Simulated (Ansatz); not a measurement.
# CH₈OSi₃: one species, many methods

One table from this session's results is given with a row withheld; the runs are named, their logs left out.

Computed with Ansatz 0.2.0, Gaussian basis. Level: functionals in def2-TZVPP, the program's frozen cores in correlated methods.

The runs, in order: PBE-D4, r2SCAN-D4, PBE0-D4, B3LYP-D4, ωB97X-V, ωB97M-V, B2PLYP; CCSD(T)/def2-TZVPP; MP2/def2-QZVPP; extrapolation to the limit.

### Structure used throughout

The geometry comes from an earlier relaxation with PBE0-D4 in a triple-zeta def2 set; it is a stationary point, not always the lowest conformer.

13 atoms, charge 0, spin multiplicity 1.

Atoms are counted from 1 here; the program's logs count them from 0.

Bond lengths: Si1–C2 1.864 Å, Si1–H6 1.580 Å, Si1–H7 1.490 Å, Si1–H8 1.480 Å, C2–Si3 1.877 Å, C2–H9 1.095 Å, C2–H10 1.094 Å, Si3–O4 1.644 Å, Si3–H11 1.486 Å, Si3–H13 1.485 Å, O4–Si5 1.671 Å, Si5–H12 1.557 Å. Angles: C2–Si1–H6 114.0°, C2–Si1–H7 110.1°, C2–Si1–H8 116.5°, H6–Si1–H7 96.8°, H6–Si1–H8 108.6°, H7–Si1–H8 109.0°, Si1–C2–Si3 112.2°, Si1–C2–H9 109.5°, Si1–C2–H10 108.1°, Si3–C2–H9 109.9°, Si3–C2–H10 108.7°, H9–C2–H10 108.5°, C2–Si3–O4 107.7°, C2–Si3–H11 109.8°, C2–Si3–H13 110.9°, O4–Si3–H11 109.1°, O4–Si3–H13 110.0°, H11–Si3–H13 109.2° and more.

Set-up of the first run:

The input, in.yaml:

```yaml
crystal:
  periodic: [false, false, false]
  atoms:
    - {symbol: Si, position_ang: [-0.973709, -0.966537, -0.603870]}
    - {symbol: C, position_ang: [-0.151326, -0.469685, 0.993518]}
    - {symbol: Si, position_ang: [1.389539, 0.562503, 0.706058]}
    - {symbol: O, position_ang: [1.151410, 1.447813, -0.658808]}
    - {symbol: Si, position_ang: [-0.135435, 1.547928, -1.720211]}
    - {symbol: H, position_ang: [-0.402705, -0.226566, -1.878350]}
    - {symbol: H, position_ang: [-0.549245, -2.341080, -0.992405]}
    - {symbol: H, position_ang: [-2.451699, -0.891893, -0.638201]}
    - {symbol: H, position_ang: [0.103419, -1.366438, 1.567165]}
    - {symbol: H, position_ang: [-0.865581, 0.121194, 1.573762]}
    - {symbol: H, position_ang: [2.563579, -0.327584, 0.509751]}
    - {symbol: H, position_ang: [-1.304735, 1.411920, -0.701761]}
    - {symbol: H, position_ang: [1.646988, 1.463724, 1.857952]}
basis:
  gaussian: {orbitals: def2-TZVPP}
hamiltonian: {xc: pbe, dispersion: d4}
output: {forces: true, orbitals: {seedname: orbitals}}
```

Run with:

```console
$ ansatz run in.yaml --threads 4 --pin off --events-out ev --progress --plain --max-ram 10444MiB
```

Among the steps run: PBE-D4 (GGA); r2SCAN-D4 (meta-GGA); PBE0-D4 (hybrid); B3LYP-D4 (hybrid); ωB97X-V (range-separated); ωB97M-V (range-separated); B2PLYP (double hybrid); CCSD(T) in def2-TZVPP; MP2 in def2-QZVPP.

One of the session's tables, all rows but one given; the rest of the session is left out.

It belongs to the step «Atomisation energies». 

| method | atomisation energy (kJ/mol) |
| --- | --- |
| PBE-D4 | 4420.5 |
| r2SCAN-D4 | 4421.9 |
| PBE0-D4 | ? |
| B3LYP-D4 | 4412.4 |
| ωB97X-V | 4442.3 |
| ωB97M-V | 4438.2 |
| B2PLYP | 4350.0 |
| HF/def2-TZVPP | 3273.2 |
| MP2/def2-TZVPP | 4329.9 |
| CCSD/def2-TZVPP | 4250.5 |
| CCSD(T)/def2-TZVPP | 4306.4 |
| MP2/CBS | 4450.0 |
| CCSD(T)/CBS | 4426.5 |

**Question.** Estimate the row for PBE0-D4.

**Answer.** atomisation energy (kJ/mol): 4379.7. In the column «atomisation energy (kJ/mol)» it lies between B2PLYP (4350.0) and B3LYP-D4 (4412.4).
